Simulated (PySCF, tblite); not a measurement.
# C4H10OSi+ (doublet): geometry, infrared bands and EPR parameters

What infrared bands and EPR parameters should C4H10OSi+ (doublet) (`[CH2+][C](CC)O[SiH3]`) show?

Programs: tblite 0.8.0 and PySCF 2.14.0, with density-fitted response routines of our own. Each step states its level of theory. These are calculated values for one molecule in the gas phase, unless marked as measured. Atoms are numbered from 0 throughout.

### 1 The molecule as given

16 atoms, charge 1, multiplicity 2; geometry from: force field or distance geometry start.

Bonds of the start (Å): C0–C1 1.42, C1–C2 1.50, C2–C3 1.53, C1–O4 1.39, O4–Si5 1.67, C0–H6 1.08, C0–H7 1.09, C2–H8 1.10, C2–H9 1.09, C3–H10 1.09, C3–H11 1.09, C3–H12 1.10, Si5–H13 1.49, Si5–H14 1.48, Si5–H15 1.49.

### 2 Geometry optimisation with GFN2-xTB

What the job is given:

```
{"job": {"kind": "relax", "xc": "GFN2-xTB", "basis": "xTB"}, "charge": 1, "multiplicity": 2}
C     -0.628500     1.973600     0.541900
C     -0.058000     0.674500     0.440300
C     -0.914600    -0.557700     0.522400
C     -1.471800    -0.936000    -0.855500
O      1.271900     0.606000     0.833300
Si     2.365000    -0.252200    -0.090200
H      0.001000     2.847000     0.661800
H     -1.699800     2.114700     0.438400
H     -1.757400    -0.376900     1.204200
H     -0.373600    -1.401000     0.945400
H     -2.085100    -0.143200    -1.276200
H     -0.668200    -1.172700    -1.550100
H     -2.105900    -1.833400    -0.749400
H      2.417900     0.281000    -1.476200
H      1.980900    -1.677500    -0.131100
H      3.718500    -0.137300     0.529500
```

Launch:

```sh
> OMP_NUM_THREADS=1 python probes_run.py task.json out
```

One launch serves the whole session: the jobs run in the order shown.

Standard output:

```text
step      E/eV     max force
  0    -516.48828    3.588
  1    -516.77845    1.919
  2    -516.95205    1.309
  3    -517.02552    0.744
  4    -517.06457    0.566
  5    -517.09678    0.747
  6    -517.13454    0.660
  7    -517.15408    0.377
  8    -517.16636    0.309
  9    -517.17655    0.264
 10    -517.19016    0.369
 11    -517.20738    0.375
 12    -517.22208    0.264
 13    -517.23193    0.292
 14    -517.24173    0.279
 15    -517.25261    0.299
 16    -517.26362    0.320
 17    -517.27295    0.264
 18    -517.28017    0.268
 19    -517.28591    0.196
 20    -517.29045    0.136
 21    -517.29365    0.107
 22    -517.29583    0.111
 23    -517.29757    0.121
 24    -517.29932    0.125
 25    -517.30110    0.102
 26    -517.30259    0.079
 27    -517.30377    0.079
 28    -517.30481    0.081
 29    -517.30582    0.074
 30    -517.30685    0.091
 31    -517.30794    0.094
 32    -517.30912    0.075
 33    -517.31027    0.088
 34    -517.31114    0.067
 35    -517.31167    0.049
 36    -517.31204    0.051
 37    -517.31239    0.058
 38    -517.31271    0.041
 39    -517.31296    0.031
 40    -517.31312    0.033
 41    -517.31326    0.033
 42    -517.31342    0.029
 43    -517.31361    0.037
 44    -517.31383    0.050
 45    -517.31407    0.053
 46    -517.31430    0.045
 47    -517.31448    0.030
 48    -517.31459    0.027
 49    -517.31468    0.024
 50    -517.31476    0.023
 51    -517.31483    0.018
 52    -517.31489    0.014
 53    -517.31492    0.013
 54    -517.31495    0.013
 55    -517.31498    0.013
 56    -517.31501    0.014
 57    -517.31503    0.012
 58    -517.31505    0.015
 59    -517.31508    0.016
 60    -517.31511    0.016
 61    -517.31514    0.013
 62    -517.31517    0.014
 63    -517.31519    0.012
 64    -517.31522    0.014
 65    -517.31524    0.013
 66    -517.31526    0.012
 67    -517.31527    0.009
```

It took 1.1 s on 1 thread of Intel Xeon at 2.50GHz, shared host.

Step by step: (not every step is listed)

```
step  energy from step 0 (eV)  largest force (eV/Å)
   0                   0.0000                3.5884
   1                  -0.2902                1.9190
   2                  -0.4638                1.3093
   3                  -0.5372                0.7442
   4                  -0.5763                0.5656
   5                  -0.6085                0.7466
   6                  -0.6463                0.6596
   7                  -0.6658                0.3768
   8                  -0.6781                0.3091
  13                  -0.7437                0.2921
  18                  -0.7919                0.2683
  23                  -0.8093                0.1207
  28                  -0.8165                0.0806
  33                  -0.8220                0.0884
  38                  -0.8244                0.0411
  43                  -0.8253                0.0367
  48                  -0.8263                0.0273
  53                  -0.8266                0.0131
  58                  -0.8268                0.0151
  62                  -0.8269                0.0141
  63                  -0.8269                0.0123
  64                  -0.8269                0.0136
  65                  -0.8270                0.0134
  66                  -0.8270                0.0117
  67                  -0.8270                0.0088
```

Distances of close pairs at the start and the end, largest changes first:

```
   bond  before (Å)  after (Å)  change (Å)
  C1–O4       1.388      1.300      -0.088
  C0–C1       1.422      1.376      -0.046
Si5–H15       1.493      1.467      -0.026
Si5–H14       1.477      1.458      -0.019
Si5–H13       1.486      1.468      -0.018
 C3–H12       1.104      1.087      -0.017
 O4–Si5       1.669      1.653      -0.016
  C1–C2       1.503      1.489      -0.014
```

The end geometry stands in the next job.

### 3 Infrared spectrum with GFN2-xTB

What the job is given:

```
{"job": {"kind": "ir", "xc": "GFN2-xTB", "basis": "xTB"}, "charge": 1, "multiplicity": 2}
C     -0.656091     1.942233     0.604916
C     -0.099698     0.692842     0.453603
C     -0.922929    -0.543001     0.563685
C     -1.465289    -0.889503    -0.834208
O      1.166073     0.605552     0.168379
Si     2.430159    -0.399597    -0.183361
H     -0.042038     2.827824     0.566178
H     -1.708827     2.064605     0.792334
H     -1.764120    -0.378432     1.237458
H     -0.317657    -1.367208     0.940859
H     -2.071884    -0.080027    -1.232438
H     -0.647227    -1.082842    -1.524573
H     -2.087636    -1.777457    -0.760265
H      2.741796     0.111946    -1.523575
H      2.065566    -1.809366    -0.108153
H      3.372202     0.091376     0.827751
```

Standard output:

```text
mode    cm-1     km/mol
  1      35.1      0.31
  2      98.7      0.19
  3     132.5     14.67
  4     142.8      8.96
  5     203.4      3.39
  6     220.3      0.14
  7     347.2     11.28
  8     427.4     21.75
  9     460.5     11.23
 10     544.5     33.53
 11     561.0     37.19
 12     600.9     14.41
 13     627.4      9.61
 14     658.1     77.02
 15     664.9     85.16
 16     759.7     96.30
 17     830.6     15.34
 18     850.9     46.12
 19     865.7     20.95
 20     988.9     29.95
 21    1024.1     36.53
 22    1033.0     13.71
 23    1066.0     21.49
 24    1175.9     27.46
 25    1255.6      9.11
 26    1315.9     51.75
 27    1324.9     39.15
 28    1388.7     15.72
 29    1431.9      5.26
 30    1452.5     54.42
 31    1462.4    169.37
 32    1477.4     47.66
 33    2177.4     11.93
 34    2223.4    199.00
 35    2321.3    140.43
 36    3002.0      8.06
 37    3010.5      4.92
 38    3038.9     19.78
 39    3048.2     10.77
 40    3050.4     11.69
 41    3098.7     51.06
 42    3148.4      9.42
```

Run time: 1.4 s. Hardware: 1 thread of Intel Xeon at 2.50GHz, shared host.

The strongest bands and the atoms that carry them (share of the mass-weighted mode):

```
cm⁻¹  km/mol                                 atoms
 658    77.0          H15 36 %, H14 24 %, H13 10 %
 665    85.2          H13 38 %, H14 31 %, H15 11 %
 760    96.3          H14 40 %, H13 28 %, H15 24 %
1316    51.8             H6 38 %, H7 25 %, C1 25 %
1452    54.4  H9 25 %, H8 24 %, H12 22 %, H11 14 %
1462   169.4            C1 29 %, C0 23 %, H11 13 %
2223   199.0                    H15 61 %, H13 36 %
2321   140.4                              H14 97 %
```

### 4 g tensor and hyperfine couplings: B3LYP/pcH-1

The job, as its differences from that of step 3:

```diff
@@ -1,2 +1,2 @@
-{"job": {"kind": "ir", "xc": "GFN2-xTB", "basis": "xTB"}, "charge": 1, "multiplicity": 2}
+{"job": {"kind": "epr", "basis": "pcH-1"}, "charge": 1, "multiplicity": 2}
 C     -0.656091     1.942233     0.604916
```

Level: UKS B3LYP, pcH-1 on C H O Si, non-relativistic, mean-field spin-orbit, GIAO.

Standard output:

```text
UKS, coarse grid
  cycle   1  E = -522.80206059  |g| = 4.95e-01
  cycle   2  E = -522.59011237  |g| = 9.00e-01
  cycle   3  E = -522.88269363  |g| = 1.42e-01
  cycle   4  E = -522.89106737  |g| = 4.89e-02
  cycle   5  E = -522.89210685  |g| = 1.27e-02
  cycle   6  E = -522.89218263  |g| = 3.87e-03
  cycle   7  E = -522.89219145  |g| = 1.71e-03
  cycle   8  E = -522.89219490  |g| = 6.29e-04
UKS, final grid
  cycle   1  E = -522.89217149  |g| = 6.65e-04
  cycle   2  E = -522.89217134  |g| = 9.30e-04
  cycle   3  E = -522.89217173  |g| = 1.25e-04
  cycle   4  E = -522.89217174  |g| = 8.80e-05
  cycle   5  E = -522.89217174  |g| = 3.07e-05
  cycle   6  E = -522.89217174  |g| = 7.61e-06
E = -522.89217174 Eh   <S^2> = 0.7550 (exact 0.7500)
g shifts (ppm)      1          2          3
  rmc          -177       -177       -177
  gc             -3         46         43
  oz_so          -1       1386       3213
  total        -182       1255       3079
hyperfine (MHz)  atom isotope    a_iso     a_fc   dipolar eigenvalues
    0   13C      52.23      52.36    -58.28    -57.62    115.90
    1   13C     -20.54     -20.63    -11.66     -6.29     17.95
    2   13C      -4.91      -4.94     -2.53     -0.58      3.12
    3   13C      12.08      12.08     -3.27     -3.09      6.36
    4   17O     -20.03     -19.82    -66.78     32.75     34.03
    5  29Si      16.08      16.12     -0.59     -0.10      0.69
    6    1H     -46.19     -46.19    -26.04     -4.02     30.06
    7    1H     -47.30     -47.29    -27.32     -3.74     31.06
    8    1H      13.51      13.50     -3.66     -2.11      5.77
    9    1H      -0.05      -0.06     -2.35     -1.67      4.02
   10    1H       1.73       1.73     -3.74     -0.56      4.31
   11    1H       1.19       1.19     -2.72     -0.20      2.93
   12    1H      12.47      12.47     -2.08     -1.04      3.12
   13    1H      51.04      51.04     -2.00     -0.56      2.56
   14    1H      -2.13      -2.13     -1.45     -1.06      2.51
   15    1H      45.60      45.60     -2.01     -0.61      2.62
```

It took 2.5 min on 1 thread of Intel Xeon at 2.50GHz, shared host; peak memory 1.1 GiB.

Principal g values 2.00214, 2.00357, 2.00540; g(iso) = 2.00370, against 2.00232 for a free electron.

Hyperfine couplings; where a row names several nuclei, a(iso) is their mean (it holds for fast rotation or exchange) and the dipolar term the largest among them:

```
       nuclei  isotope  a(iso) (MHz)  a(iso) (G, at g = 2.0023)  largest dipolar term (MHz)
           C0      13C          52.2                       18.6                       115.9
       H6, H7       1H         -46.7                      -16.7                        31.1
H13, H14, H15       1H          31.5                       11.2                         2.6
           C1      13C         -20.5                       -7.3                        18.0
           O4      17O         -20.0                       -7.1                       -66.8
          Si5     29Si          16.1                        5.7                         0.7
           C3      13C          12.1                        4.3                         6.4
       H8, H9       1H           6.7                        2.4                         5.8
H10, H11, H12       1H           5.1                        1.8                         4.3
           C2      13C          -4.9                       -1.8                         3.1
```

Mulliken spin populations:

C0 0.72; C1 0.09; C2 0.00; C3 0.02; O4 0.19; Si5 -0.01; H6 -0.03; H7 -0.03; H8 0.00; H9 0.00; H10 0.00; H11 0.00; H12 0.00; H13 0.03; H14 0.00; H15 0.02

In first order the couplings over 0.8 MHz of 1H give 144 distinct lines over 77.4 G, if the averaged nuclei exchange fast.

The fields below are evaluated on a grid from the run's orbitals.

ELF in a plane through or near 6 of the atoms.

Ten even steps from '0' (0.00) to '9' (1.00):
```
0000000000000000000000000000
0000000000000000000000000000
0000000000000000000000000000
0000000000003885000000000000
0000000000007998336510000000
0000000000002897799970000000
0000011001420247599980000000
0001577204885398578510000000
0002799714736515200000000000
0001588121887577310000000000
0000354364473155641000000000
0000011031310027864200000000
0000002799930024358730000000
0000003899940023699982000000
0000001699810001599992000000
0000000023100000169830000000
0000000000000000000000000000
0000000000000000000000000000
0000000000000000000000000000
0000000000000000000000000000
```
The map spans 11.9 Å across and 10.9 Å up, centred on the molecule. Atoms in the plane (x, y in Å): C0 (0.8, 2.0), C1 (0.1, 0.8), O4 (-1.1, 0.7), Si5 (-2.4, -0.3), H7 (1.8, 2.1), H12 (2.0, -2.0).

log10 of the density (e/Å³) in the same plane.

Ten even steps from ' ' (-4.0) to '@' (1.9):
```
                                                        
                                                        
                        ..::::::::..                    
                      ..--======----::..                
                    ..::==++**++++====--::..            
          ........::::--==++####******==--::            
      ..::::::::--========++##@@####**++--::            
    ..::--========++********####****++==--..            
    ..--==++++++++**##@@######**++====--::..            
  ..::--==++****##**######********++==----::..          
    ..--==++++##@@%%****++++********++==--::..          
    ..::--==++**##**++++====++**##****++==--..          
      ..::--==++****++==--==++**####**++==--::          
        ..::====++++++==----==++****##**==--..          
        ..::::--====----::::--==++++++++==::..          
          ....::::::::::....::------==--::..            
                ......        ....::::....              
                                                        
                                                        
                                                        
```
The map spans 11.9 Å across and 10.9 Å up, centred on the molecule. Atoms in the plane (x, y in Å): C0 (0.8, 2.0), C1 (0.1, 0.8), O4 (-1.1, 0.7), Si5 (-2.4, -0.3), H7 (1.8, 2.1), H12 (2.0, -2.0).

On the surface of density 0.002 e/bohr³ the electrostatic potential runs, from the 1st to the 99th percentile, from 3.69 to 5.93 V.

The spin density lies nearest to C0 49 %; O4 18 %; C1 11 %; H6, H7 about 6 % each.

### 5 Results

```
                                 quantity                  value
strongest single infrared mode (GFN2-xTB)  2223 cm⁻¹, 199 km/mol
             zero-point energy (GFN2-xTB)          76.5 kcal/mol
                           g(iso) (B3LYP)                2.00370
                                     ⟨S²⟩     0.755 (exact 0.75)
       largest a(iso) (averaged by class)    13C on C0, 52.2 MHz
```

**Reading.** Over 67 steps the energy fell by 0.827 eV; of the close pairs, C1–O4 changed most, 1.388 to 1.300 Å. All 42 modes are real, so the xTB geometry is a minimum. The strongest single mode, at 2223 cm⁻¹, moves mainly H15 and H13. GFN2-xTB is a fitted tight-binding method: band positions and strengths are rough. Its intensities can rank the bands wrongly. Most of the unpaired spin sits on C0 (0.72 e). The isotropic g lies 1.4 ppt above the free-electron value.
